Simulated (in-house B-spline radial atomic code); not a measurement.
# Se²⁺: ionisation energy by several methods

The task here is to estimate one member of a computed series from the others.

Method: scalar-relativistic (X2C), several functionals, spin-polarised; spherical all-electron atom at the radial basis limit. Code: in-house B-spline radial atomic code version 1.

**The system**

| Property | Result |
| --- | --- |
| element | selenium (Z = 34) |
| charge | +2 |
| electrons | 32 |
| configuration | [Ar] 3d10 4s2 4p2 |
| nucleus | Fermi, rms radius 4.140 fm |

The outer shells:

[Ar] 3d10 4s2 4p2
```
[Ar] core
3d [↑↓][↑↓][↑↓][↑↓][↑↓]
4s [↑↓]
4p [↑ ][↑ ][  ]
```

Where spins are not typed, each open shell is filled with up spins first.

The first run:

Settings of the run:

```ini
Z = 34
electrons = 32.0
configuration = [Ar] 3d10 4s2 4p2
hamiltonian = x2c
method = pbe,pbe
spin_polarised = True
nucleus = fermi
rms_radius = 4.14
mass_number = 80
atomic_mass = 79.916521761
speed_of_light = 137.035999084
```

Steps of the session up to this table: PBE, a GGA; PBEsol, a GGA; Hartree-Fock; BP86, a GGA; RPBE, a GGA; r2SCAN, a meta-GGA; PW91, a GGA; SCAN, a meta-GGA.

One of the session's tables, all rows but one given; the rest of the session is left out.

| method | ΔSCF (eV) |
| --- | --- |
| PBE | 31.644 |
| PBEsol | 31.673 |
| BP86 | 31.760 |
| RPBE | 31.604 |
| PW91 | 31.730 |
| r2SCAN | ? |
| SCAN | 31.972 |
| Hartree-Fock | 31.003 |

Q: Estimate the row for r2SCAN from the others.

The run gave: ΔSCF (eV): 31.973. In the column «ΔSCF (eV)» it is the highest.

Caveats from the session: Meta-GGA runs start from a PBE run whose iterations are not counted.
